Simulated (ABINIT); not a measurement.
MoRu:

```
Ru Mo
1.0
     2.77741    0.00000    0.00000
    -1.38871    2.40531    0.00000
     0.00000    0.00000    4.46371
Ru Mo
1 1
Cartesian
  0.0000 1.6035 2.2319
  1.3887 0.8018 0.0000
```

The cell comes from a database or a generator and needn't be the stable form of this composition.

| Item | Value |
| --- | --- |
| Program | ABINIT 10.8.3 (patched build) |
| Task | relaxation of cell and atoms |
| Functional | r2SCAN |
| Potentials or basis | JTH PAW PBE v2.0 |
| Cutoff | 490 eV |
| k mesh | 9 × 9 × 5 |
| Occupations | fermi-dirac, width 0.05 eV |
| Spin | no spin polarisation |

At the start: pressure -6.1 GPa; volume 14.91 Å³/atom.

Problem. How do energy, volume and symmetry change on relaxing?

Solution. Over 5 steps the energy falls by 6.4 meV/atom and the volume is 14.59 Å³/atom (-2.2 %); space group P-6m2 (No. 187, to 0.05 Å).

The path:
| step | energy change (eV) | largest force (eV/Å) | pressure (GPa) | volume (Å³) |
| --- | --- | --- | --- | --- |
| 1 | 0.0000 | 0.0000 | -6.13 | 29.82 |
| 2 | -0.0125 | 0.0000 | -0.92 | 29.26 |
| 3 | -0.0128 | 0.0000 | 0.05 | 29.17 |
| 4 | -0.0128 | 0.0000 | 0.03 | 29.17 |
| 5 | -0.0128 | 0.0000 | 0.01 | 29.17 |

Final structure:
```yaml
crystal:
  lattice:
    - [2.75472, 0.00000, 0.00000]
    - [-1.37736, 2.38566, 0.00000]
    - [0.00000, 0.00000, 4.43893]
  atoms:
    - { symbol: Ru, position: [0.33333, 0.66667, 0.50000] }
    - { symbol: Mo, position: [0.66667, 0.33333, 0.00000] }
```

Caveat: the PAW data sets were made with another functional, which shifts forces and pressure a little.
